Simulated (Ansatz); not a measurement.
# LaC2 (Immm): the equilibrium volume

At what volume is LaC2 (Immm) free of pressure?

Program: Ansatz 0.2.0. Level of theory: DFT PBEsol, scalar-relativistic, plane waves, PAW. These are calculated values, not measurements.

### Step 1. The structure to begin with

It takes space group Immm (No. 71, orthorhombic). The conventional cell has a = 4.012 Å, b = 4.887 Å, c = 5.460 Å, α = 90.00°, β = 90.00°, γ = 90.00°. Around C (site symmetry m2m) lie 1 C at 1.30 Å. La (site symmetry mmm) has 8 C at 2.69 to 2.81 Å as nearest neighbours.

As a file:

```cif
data_structure
_symmetry_space_group_name_H-M 'Immm'
_symmetry_Int_Tables_number 71
_cell_length_a 4.0119
_cell_length_b 4.8868
_cell_length_c 5.4598
_cell_angle_alpha 90.000
_cell_angle_beta 90.000
_cell_angle_gamma 90.000
_cell_volume 107.04
loop_
_atom_site_label
_atom_site_type_symbol
_atom_site_symmetry_multiplicity
_atom_site_Wyckoff_symbol
_atom_site_fract_x
_atom_site_fract_y
_atom_site_fract_z
_atom_site_occupancy
C1 C 4 h 0.00000 0.13322 0.50000 1
La1 La 2 a 0.00000 0.00000 0.00000 1
```

### Step 2. Relaxing cell and atoms

Input file input.yaml:

```yaml
crystal:
  lattice:
    - [-2.0059552675, 2.4433889665, 2.7298898673]
    - [2.0059552675, -2.4433889665, 2.7298898673]
    - [2.0059552675, 2.4433889665, -2.7298898673]
  atoms:
    - { symbol: C, position: [0.633216, 0.5, 0.133216] }
    - { symbol: C, position: [0.366784, 0.5, 0.866784] }
    - { symbol: La, position: [0.0, 0.0, 0.0] }
basis:
  ecutwfc: 420
  ecutrho_ratio: 4
kpoints:
  mp_grid: { grid: [12, 12, 12] }
hamiltonian:
  xc: pbesol
scf:
  occupations: { method: gaussian, width: 0.05 }
output:
  forces: true
  stress: true
  eigenvalues: true
relax:
  f_tol: 0.01
  max_steps: 60
  cell: { stress_tol: 0.04 }
```

Command:

```sh
$ ansatz run input.yaml --threads 4 --pin off --max-ram 8192MiB --backend cpu --events-out ev --progress --plain --runs-dir out
```

**Question.** What will these runs give? Wanted: volume; pressure; conventional cell; gap on the mesh.

**Answer**, as computed:

| quantity | value |
| --- | --- |
| volume | 17.033 Å³/atom |
| pressure | 0.00 GPa |
| conventional cell | a = 3.977 Å, b = 4.804 Å, c = 5.349 Å, α = 90.00°, β = 90.00°, γ = 90.00° |
| gap on the mesh | none (metal) |

Over the one relaxation shown the cell moved from 17.84 to 17.03 Å³/atom, a change of -4.5 %, where the pressure is zero within 0.01 GPa.
